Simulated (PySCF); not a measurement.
# CuOCl2: structure of the quartet

Aim: relax CuOCl2 as a quartet from a trigonal pyramidal start, check by its vibrations whether the end is a minimum, and collect its spectrum and constants.

Method: PBE0, basis Cu def2-TZVP, O def2-TZVP, Cl def2-TZVP, no relativity, density fitting; program: PySCF 2.14.0.

## (1) The system as given

4 atoms, charge 0, spin multiplicity 4.

Bond lengths: Cu1–O2 1.720 Å, Cu1–Cl3 2.110 Å, Cu1–Cl4 2.110 Å. Angles: O2–Cu1–Cl3 99.8°, O2–Cu1–Cl4 99.8°, Cl3–Cu1–Cl4 99.8°.

Coordinates in bohr (charge 0 multiplicity 4):
```
Cu    0.0000   -1.1652    0.0000
O     3.2491   -1.0761    0.0000
Cl   -0.7431    1.2946   -3.0489
Cl   -0.7431    1.2946    3.0489
```

## (2) The SCF at the typed geometry

The steps below are one call of a driver around PySCF. For each, scf.py gives the equivalent set-up of the SCF; relaxations use the driver's own optimiser. After this first run the driver tries any further starts and a stability analysis.

Input file scf.py:

```python
from pyscf import gto, scf, dft
mol = gto.M(atom='''
Cu     0.000000    -0.616610     0.000000
O      1.719340    -0.569470    -0.000010
Cl    -0.393210     0.685060    -1.613400
Cl    -0.393220     0.685060     1.613400''',
    basis={'Cu': 'def2-TZVP', 'O': 'def2-TZVP', 'Cl': 'def2-TZVP'},
    charge=0, spin=3)
mf = dft.UKS(mol, xc='PBE0')
mf.grids.atom_grid = (50, 194)
aux = {'Cu': 'def2-universal-JKFIT', 'O': 'def2-universal-JKFIT', 'Cl': 'def2-universal-JKFIT'}
mf = mf.density_fit(auxbasis=aux)
mf.conv_tol = 1e-08
mf.diis_space = 10
mf.max_cycle = 60
mf.init_guess = 'minao'
mf.verbose = 4
mf.kernel()
```

Launch:

```console
$ OMP_NUM_THREADS=4 python axn.py task.json out
```

After this run come: Relaxing the quartet from the trigonal pyramidal start; Is it a minimum? Harmonic modes.

What does the calculation give? Wanted: minimum; geometry; wavenumbers; dipole moment; highest occupied, lowest empty level; polar-tensor charge of Cu1; zero-point energy; atomisation energy; ⟨S²⟩.

The runs gave:

```
                                          quantity                                                                   value
                                           minimum                                                             quartet, Cs
                                          geometry  Cu–Cl 2.091 Å (×2), Cu–O 1.867 Å; Cl–Cu–Cl 129.6°, Cl–Cu–O 111.5° (×2)
                                wavenumbers (cm⁻¹)               42 (a'), 66 (a''), 91 (a'), 342 (a'), 387 (a'), 447 (a'')
                                     dipole moment                                                                  0.99 D
highest occupied, lowest empty level (either spin)                                                         -8.89, -6.76 eV
                        polar-tensor charge of Cu1                                                                 +0.04 e
                                 zero-point energy                                                              8.2 kJ/mol
                               entropy at 298.15 K                                                         365.2 J/(mol K)
         atomisation energy (no zero-point energy)                                                              618 kJ/mol
                                              ⟨S²⟩                                                                   3.767
```

**Reading.** The molecule stays Cs, as typed, and the end point is a minimum. The strongest infrared band lies at 387 cm⁻¹ (a', stretch). Most of the spin sits on O2 (Mulliken spin 1.57, against 3 for the whole molecule). The first SCF alone would have been 9 kJ/mol too high. Only this shape and spin were tried, so other structures or states may lie lower. One determinant may miss the lowest occupation of an open d or f shell.
